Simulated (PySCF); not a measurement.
**Mn, Mn⁺: ionisation energy in x2c-TZVPPall plus 1 even-tempered diffuse shell per l**

Each state of manganese is computed at each level; their differences give the ionisation energy. How far do the methods differ?

Method: unrestricted determinants in a Gaussian basis, no spin-orbit coupling in the energies. Code: PySCF 2.14.0.

### Step 1. What is computed

- Element: manganese (Z = 25)
- Basis: x2c-TZVPPall with one added diffuse shell each of s, p, d, f type (7s6p5d3f1g, 80 functions)
- Hamiltonian: the spin-free X2C one-electron Hamiltonian (Gaussian nucleus)
- State 1: Mn: [Ar] 3d5 4s2, high-spin 6S determinant
- State 2: Mn⁺: [Ar] 3d5 4s1, high-spin 7S determinant
- Methods: CCSD(T)
- Core shells frozen in the correlated runs: valence and next inner shell: [Ne] (for Mn)

The outer shells:

Mn [Ar] 3d5 4s2
```
[Ar] core
3d [↑ ][↑ ][↑ ][↑ ][↑ ]
4s [↑↓]
```

Mn+ [Ar] 3d5 4s1
```
[Ar] core
3d [↑ ][↑ ][↑ ][↑ ][↑ ]
4s [↑ ]
```

One driver process ran all states and methods and kept the integrals in memory. Each run is shown as a PySCF script that sums up its settings (the driver passes frozen orbitals as a list and adds second-order terms of double hybrids); the logs are those of the runs themselves. The driver starts from symmetry-adapted Hartree-Fock orbitals, holds the occupation by maximum overlap and uses a logarithmic radial grid for functionals, so a plain start would take other cycles.

The integrals over 80 functions and the set-up took 0.64 s of CPU time.

### Step 2. Mn: CCSD(T) (valence and next inner shell)

#### CCSD(T) (valence and next inner shell)

Input file input.py:

```python
from pyscf import gto, scf, dft, mp, cc
import basis_set_exchange as bse
mol = gto.M(atom="Mn 0 0 0", charge=0, spin=5, symmetry="D2h",
            basis=gto.basis.parse(bse.get_basis("x2c-TZVPPall", elements=["Mn"], fmt="nwchem", augment_diffuse=1)),
            nucmod="G")
mf = scf.UHF(mol).sfx2c1e()
mf.irrep_nelec = {'Ag': (6, 4), 'B1g': (1, 0), 'B2g': (1, 0), 'B3g': (1, 0), 'B1u': (2, 2), 'B2u': (2, 2), 'B3u': (2, 2)}
mf.kernel()
mycc = cc.CCSD(mf, frozen=5).run()
mycc.ccsd_t()
```

Log:

```text
CC2 = 0
CCSD nocc = (np.int64(10), np.int64(5)), nmo = (75, 75)
frozen orbitals [[0, 1, 2, 3, 4], [0, 1, 2, 3, 4]]
max_cycle = 100
direct = 0
conv_tol = 1e-08
conv_tol_normt = 1e-06
diis_space = 8
diis_start_cycle = 0
Init t2, MP2 energy = -0.448826691830376
Init E_corr(UCCSD) = -0.448826691909279
cycle = 1  E_corr(UCCSD) = -0.443936107141693  dE = 0.00489058477  norm(t1,t2) = 0.0848194
cycle = 2  E_corr(UCCSD) = -0.453106295116068  dE = -0.00917018797  norm(t1,t2) = 0.0299021
cycle = 3  E_corr(UCCSD) = -0.453820037268034  dE = -0.000713742152  norm(t1,t2) = 0.0161083
cycle = 4  E_corr(UCCSD) = -0.4551891680794  dE = -0.00136913081  norm(t1,t2) = 0.00589781
cycle = 5  E_corr(UCCSD) = -0.455171563236043  dE = 1.76048434e-05  norm(t1,t2) = 0.00135874
cycle = 6  E_corr(UCCSD) = -0.455121793215028  dE = 4.9770021e-05  norm(t1,t2) = 0.000775161
cycle = 7  E_corr(UCCSD) = -0.455148648192812  dE = -2.68549778e-05  norm(t1,t2) = 0.000408997
cycle = 8  E_corr(UCCSD) = -0.455157168497589  dE = -8.52030478e-06  norm(t1,t2) = 0.000179665
cycle = 9  E_corr(UCCSD) = -0.455151313145694  dE = 5.85535189e-06  norm(t1,t2) = 6.97494e-05
cycle = 10  E_corr(UCCSD) = -0.455151553869052  dE = -2.40723358e-07  norm(t1,t2) = 2.85391e-05
cycle = 11  E_corr(UCCSD) = -0.45515245487054  dE = -9.01001489e-07  norm(t1,t2) = 1.47668e-05
cycle = 12  E_corr(UCCSD) = -0.455152154445095  dE = 3.00425445e-07  norm(t1,t2) = 5.84189e-06
cycle = 13  E_corr(UCCSD) = -0.455152158262825  dE = -3.81772919e-09  norm(t1,t2) = 1.52229e-06
cycle = 14  E_corr(UCCSD) = -0.455152127022295  dE = 3.12405301e-08  norm(t1,t2) = 6.23586e-07
cycle = 15  E_corr(UCCSD) = -0.455152139758624  dE = -1.27363297e-08  norm(t1,t2) = 1.93251e-07
cycle = 16  E_corr(UCCSD) = -0.455152142464  dE = -2.70537531e-09  norm(t1,t2) = 7.79704e-08
UCCSD converged
E(UCCSD) = -1157.829653332072  E_corr = -0.4551521424639996
UCCSD(T) correction = -0.0126203257102135
```

CPU time 33 s on a shared host, the integrals not counted.

CCSD correlation -0.45515 hartree, triples -0.01262; total -1157.842274. T1 = 0.020, largest double amplitude 0.067.

### Step 3. Mn⁺: CCSD(T) (valence and next inner shell)

#### CCSD(T) (valence and next inner shell)

Input file input.py:

```python
from pyscf import gto, scf, dft, mp, cc
import basis_set_exchange as bse
mol = gto.M(atom="Mn 0 0 0", charge=1, spin=6, symmetry="D2h",
            basis=gto.basis.parse(bse.get_basis("x2c-TZVPPall", elements=["Mn"], fmt="nwchem", augment_diffuse=1)),
            nucmod="G")
mf = scf.UHF(mol).sfx2c1e()
mf.irrep_nelec = {'Ag': (6, 3), 'B1g': (1, 0), 'B2g': (1, 0), 'B3g': (1, 0), 'B1u': (2, 2), 'B2u': (2, 2), 'B3u': (2, 2)}
mf.kernel()
mycc = cc.CCSD(mf, frozen=5).run()
mycc.ccsd_t()
```

Log:

```text
CC2 = 0
CCSD nocc = (np.int64(10), np.int64(4)), nmo = (75, 75)
frozen orbitals [[0, 1, 2, 3, 4], [0, 1, 2, 3, 4]]
max_cycle = 100
direct = 0
conv_tol = 1e-08
conv_tol_normt = 1e-06
diis_space = 8
diis_start_cycle = 0
Init t2, MP2 energy = -0.408474090922269
Init E_corr(UCCSD) = -0.4084740910277
cycle = 1  E_corr(UCCSD) = -0.404605964659409  dE = 0.00386812637  norm(t1,t2) = 0.0462254
cycle = 2  E_corr(UCCSD) = -0.410273082829662  dE = -0.00566711817  norm(t1,t2) = 0.011628
cycle = 3  E_corr(UCCSD) = -0.410228359153643  dE = 4.4723676e-05  norm(t1,t2) = 0.00560373
cycle = 4  E_corr(UCCSD) = -0.410639302296858  dE = -0.000410943143  norm(t1,t2) = 0.00197707
cycle = 5  E_corr(UCCSD) = -0.410624181201669  dE = 1.51210952e-05  norm(t1,t2) = 0.000213827
cycle = 6  E_corr(UCCSD) = -0.410606943984388  dE = 1.72372173e-05  norm(t1,t2) = 4.84896e-05
cycle = 7  E_corr(UCCSD) = -0.410606838332634  dE = 1.05651754e-07  norm(t1,t2) = 1.40192e-05
cycle = 8  E_corr(UCCSD) = -0.410607358069451  dE = -5.19736817e-07  norm(t1,t2) = 3.49402e-06
cycle = 9  E_corr(UCCSD) = -0.41060737905757  dE = -2.09881186e-08  norm(t1,t2) = 7.76899e-07
cycle = 10  E_corr(UCCSD) = -0.410607339546003  dE = 3.95115667e-08  norm(t1,t2) = 1.415e-07
cycle = 11  E_corr(UCCSD) = -0.410607338046927  dE = 1.4990762e-09  norm(t1,t2) = 2.6332e-08
UCCSD converged
E(UCCSD) = -1157.563617628974  E_corr = -0.4106073380469267
UCCSD(T) correction = -0.00820380430026424
```

It used 24 s of CPU time after the integrals (shared host).

CCSD correlation -0.41061 hartree, triples -0.00820; total -1157.571821. T1 = 0.009, largest double amplitude 0.016.

### Step 4. The energy differences

Ionisation energy: Mn [Ar] 3d5 4s2 (6S) → Mn⁺ [Ar] 3d5 4s1 (7S).

| method | value (eV) | error (eV) |
| --- | --- | --- |
| UHF | 6.027 | -1.407 |
| MP2 (valence and next inner shell) | 7.125 | -0.309 |
| SCS-MP2 (valence and next inner shell) | 7.236 | -0.198 |
| CCSD (valence and next inner shell) | 7.239 | -0.195 |
| CCSD(T) (valence and next inner shell) | 7.359 | -0.075 |

Reference: 7.434 eV (measured; NIST levels, between the centres of gravity of the two terms). Errors of the correlated levels include the incompleteness of this basis.

The runs at UHF, MP2 (valence and next inner shell) are not shown; their differences are listed all the same.

### Step 5. Summary of results

| quantity | value |
| --- | --- |
| ionisation energy, Mn | UHF 6.027, CCSD(T) (valence and next inner shell) 7.359 eV; reference 7.434 |

Accuracy by level (over 1 difference):

```csv
method,mean absolute miss against the measured value (with the measured fine structure taken into account where it is known) (eV)
UHF,1.407
MP2 (valence and next inner shell),0.309
SCS-MP2 (valence and next inner shell),0.198
CCSD (valence and next inner shell),0.195
CCSD(T) (valence and next inner shell),0.075
```

What this shows: CCSD(T) (valence and next inner shell) lands nearest to the measured value (off by 0.07 eV); UHF misses by most (1.41 eV). Hartree-Fock falls short because the species with more electrons holds more correlation energy, which it lacks. The basis is finite, and no extrapolation was made.
